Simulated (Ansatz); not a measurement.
# GaH3O2 + AsH3: a complex and its separated parts

Aim: how far the complex at one end of a reaction step lies below its separated, relaxed parts, level by level.

Method: PBE0-D4/def2-TZVP structures, single points in def2-TZVPP, no counterpoise correction; program: Ansatz 0.2.0, Gaussian basis.

Levels: SPW92, PBE-D4, BLYP-D4, r2SCAN-D4, B97M-V, PBE0-D4, B3LYP-D4, r2SCAN0-D4, BHLYP-D4, CAM-B3LYP-D4, wB97X-V, wB97M-V, B2PLYP, PBE-QIDH, RPA on PBE, Hartree-Fock, MP2, CCSD, CCSD(T).

Correlated methods freeze the cores. Filled d shells of the heavier atoms are correlated. B3LYP uses VWN-RPA correlation. B2PLYP carries no dispersion term here.

94 further runs of the same task are left out: 94 set aside as unsound or not needed.

## (1) Where the work starts

The complex: 10 atoms, charge 0, spin multiplicity 1.

Atoms are counted from 1 here; the program's logs count them from 0.

Bond lengths: Ga1–H2 1.556 Å, Ga1–O3 1.807 Å, Ga1–O4 1.803 Å, Ga1–As6 2.764 Å, O3–H7 0.958 Å, O4–H8 0.960 Å, H5–As6 1.514 Å, As6–H9 1.510 Å, As6–H10 1.508 Å. Angles: H2–Ga1–O3 124.2°, H2–Ga1–O4 121.0°, H2–Ga1–As6 103.5°, O3–Ga1–O4 111.1°, O3–Ga1–As6 95.5°, O4–Ga1–As6 89.0°, Ga1–O3–H7 114.1°, Ga1–O4–H8 111.3°, Ga1–As6–H5 130.5°, Ga1–As6–H9 119.9°, Ga1–As6–H10 110.4°, H5–As6–H9 96.3°, H5–As6–H10 96.4°, H9–As6–H10 96.5°.

As a file:

```
Ga   -0.0996    1.2605    0.1740
H    -1.4682    1.9552   -0.0803
O     1.3045    1.3374   -0.9615
O     0.4375    0.8486    1.8456
H    -1.0954   -2.1352   -1.5109
As   -0.6443   -1.4148   -0.2586
H     1.1242    1.8116   -1.7745
H     1.3913    0.7500    1.8917
H    -1.5409   -2.1658    0.6971
H     0.5910   -2.2476   -0.0226
```

Its parts: GaH3O2 holds atoms 1, 2, 3, 4, 7, 8; AsH3 holds atoms 5, 6, 9, 10. Each part counts its atoms afresh in its own runs.

## (2) Relaxing GaH3O2 alone

Contents of relax-a/in.yaml:

```yaml
crystal:
  periodic: [false, false, false]
  atoms:
    - {symbol: Ga, position_ang: [-0.099578, 1.260492, 0.174043]}
    - {symbol: H, position_ang: [-1.468187, 1.955219, -0.080255]}
    - {symbol: O, position_ang: [1.304507, 1.337395, -0.961531]}
    - {symbol: O, position_ang: [0.437461, 0.848590, 1.845581]}
    - {symbol: H, position_ang: [1.124204, 1.811626, -1.774529]}
    - {symbol: H, position_ang: [1.391302, 0.750039, 1.891717]}
basis:
  gaussian: {orbitals: def2-TZVP}
hamiltonian: {xc: pbe0, dispersion: d4}
relax: {f_tol: 0.005, max_steps: 200}
```

Run with:

```
ansatz run in.yaml --threads 8 --pin off --events-out ev --progress --plain --max-ram 19148MiB
```

Further steps of the session: Relaxing AsH3 alone; SPW92/def2-TZVPP; PBE-D4/def2-TZVPP; BLYP-D4/def2-TZVPP; r2SCAN-D4/def2-TZVPP; B97M-V/def2-TZVPP; PBE0-D4/def2-TZVPP; B3LYP-D4/def2-TZVPP; r2SCAN0-D4/def2-TZVPP; BHLYP-D4/def2-TZVPP; CAM-B3LYP-D4/def2-TZVPP; wB97X-V/def2-TZVPP; wB97M-V/def2-TZVPP; B2PLYP/def2-TZVPP; PBE-QIDH/def2-TZVPP; RPA on PBE/def2-TZVPP; CCSD(T)/def2-TZVPP; Vibrations of GaH3O2; Vibrations of AsH3.

What does the calculation give? Wanted: complex less parts, CCSD(T)/def2-TZVPP; with zero-point energy; largest T1 diagnostic.

**Answer**, as computed:

| quantity | value |
| --- | --- |
| complex less parts, CCSD(T)/def2-TZVPP | -0.303 eV |
| with zero-point energy | -0.255 eV |
| largest T1 diagnostic | 0.015 |

**Reading.** At CCSD(T) the complex lies 0.303 eV below its parts. wB97X-V is the best functional here (-0.006 eV from CCSD(T)); SPW92 is the worst (-0.137 eV). Mean unsigned error by rung: LDA 0.137, GGA 0.033, meta-GGA 0.021, hybrid 0.038, range-separated hybrid 0.014, double hybrid 0.062 eV. PBE-D4 gives a relative energy 0.012 eV too low, inside chemical accuracy (1 kcal/mol, 0.043 eV). No counterpoise was applied, and triple zeta lacks some correlation, so the CCSD(T) reference has a basis error of its own, and close matches with it are partly luck.
